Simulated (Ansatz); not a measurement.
# ClHTa: the cost of one run

Method: def2-TZVPP, core rule «outside noble gas», up to 9 orbitals frozen; program: Ansatz 0.2.0, Gaussian basis.

To be run: UHF; ROHF; CCSD(T) on UHF.

### 1 The geometry

The geometry is a PBE0/def2-TZVP stationary point (not a proven minimum) of the parent state, kept for this charge and spin. No spin-orbit coupling is included. Elements past krypton take def2 core potentials.

3 atoms, charge 1, spin multiplicity 3.

Atoms are counted from 1 here; the program's logs count them from 0.

Bond lengths: Ta1–Cl2 2.311 Å, Ta1–H3 1.863 Å. Angles: Cl2–Ta1–H3 180.0°.

### 2 UHF

in.yaml reads:

```yaml
crystal:
  periodic: [false, false, false]
  atoms:
    - {symbol: Ta, position_ang: [0.000000, 0.000000, 0.149600]}
    - {symbol: Cl, position_ang: [0.000000, 0.000000, -2.161700]}
    - {symbol: H, position_ang: [0.000000, 0.000000, 2.012100]}
basis:
  gaussian: {orbitals: def2-TZVPP}
total_charge: 1
magnetization: {spin_polarized: true, initial_magnetization: 2}
hamiltonian: {xc: hf}
output: {orbitals: {seedname: orbitals}}
```

Started as:

```sh
ansatz run in.yaml --threads 1 --pin off --events-out ev --progress --plain --max-ram 4096MiB --backend cpu
```

**Question.** How long does this run take on 1 thread of AMD EPYC 7R13, shared host, and how much memory does it need?

About 10 s, with a peak of 0.3 GiB.
